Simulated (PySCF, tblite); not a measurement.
# C₆H₁₂B₂: geometry, infrared bands and NMR shifts

Aim: predict the infrared bands and NMR shifts of C₆H₁₂B₂ (`C=C/C(C)=C/BBC`).

Computed with tblite 0.8.0 and PySCF 2.14.0, with density-fitted response routines of our own, on a single molecule in the gas phase. Atoms count from 0, in the outputs and in this text.

## 1. Starting geometry

20 atoms, charge 0, multiplicity 1; geometry from: force field or distance geometry start.

Bonds of the start (Å): C0–C1 1.30, C1–C2 1.46, C2–C3 1.49, C2–C4 1.32, C4–B5 1.57, B5–B6 1.69, B6–C7 1.56, C0–H8 0.98, C0–H9 1.27, C1–H10 1.11, C3–H11 1.10, C3–H12 1.13, C3–H13 1.10, C4–H14 1.11, B5–H15 1.20, B6–H16 1.16, C7–H17 1.13, C7–H18 1.11, C7–H19 1.10.

## 2. Relaxing the molecule with GFN2-xTB

Job settings and geometry (Å):

```
{"job": {"kind": "relax", "xc": "GFN2-xTB", "basis": "xTB"}, "charge": 0, "multiplicity": 1}
C     -2.898700    -0.794500     1.788700
C     -1.747000    -0.272100     1.480800
C     -0.761400    -0.692600     0.486700
C     -0.994500    -1.829700    -0.447500
C      0.352900     0.001600     0.400300
B      1.518700    -0.264100    -0.624700
B      2.089400     1.049000    -1.528000
C      2.106700     2.447100    -0.831500
H     -3.763500    -0.938500     2.223000
H     -2.937200    -1.764700     0.968400
H     -1.465200     0.590500     2.124300
H     -0.184600    -1.852100    -1.185200
H     -0.968300    -2.766200     0.193000
H     -1.962000    -1.726700    -0.964900
H      0.576000     0.861400     1.071700
H      2.274800    -1.195300    -0.568900
H      2.522800     0.837600    -2.586000
H      1.049400     2.850400    -0.864900
H      2.401000     2.350000     0.233800
H      2.785500     3.119500    -1.372200
```

The run is started by

```console
> OMP_NUM_THREADS=1 python probes_run.py task.json out
```

One launch serves the whole session: the jobs run in the order shown.

**Question.** This job is followed by: GFN2-xTB harmonic vibrations, gas phase; GIAO PBE0/pcSseg-1 NMR shielding, non-relativistic, gas phase. Predict these results of the whole session: strongest single infrared mode (GFN2-xTB); zero-point energy (GFN2-xTB); ¹³C shifts against TMS (PBE0/pcSseg-1); ¹H shifts against TMS (PBE0/pcSseg-1, means over atoms taken as alike); ¹¹B shifts against BF3·OEt2 (PBE0/pcSseg-1); surface potential, 1st and 99th percentile.

As calculated:

```
                                                              quantity                                               value
                             strongest single infrared mode (GFN2-xTB)                               2561 cm⁻¹, 153 km/mol
                                          zero-point energy (GFN2-xTB)                                      101.1 kcal/mol
                                ¹³C shifts against TMS (PBE0/pcSseg-1)          155.3, 150.3, 144.6, 122.7, 19.5, 14.2 ppm
¹H shifts against TMS (PBE0/pcSseg-1, means over atoms taken as alike)  9.57, 9.56, 6.80, 6.71, 5.62, 5.56, 2.02, 1.33 ppm
                           ¹¹B shifts against BF3·OEt2 (PBE0/pcSseg-1)                                     104.9, 90.5 ppm
                                 surface potential, 1st and 99th percentile                                  -0.61 V and 0.92 V
```

In words: Relaxing lowered the energy by 1.913 eV in 153 steps; the close pair that moved most is C0–H9, from 1.271 to 1.076 Å. No mode is imaginary among the 54: a minimum at this level. The strongest single mode, at 2561 cm⁻¹, moves mainly H16. Unscaled tight-binding wavenumbers are off by several per cent, some by more. Its intensities can rank the bands wrongly. At PBE0/pcSseg-1: The widest tensor belongs to B6: span 245 ppm, with a paramagnetic part of -201 ppm. At PBE0/pcSseg-1, counted by nearest atom on the grid, the HOMO lies on C4 24 %; C0, C2 about 17 % each, the LUMO on B5 29 %; C2 15 %.
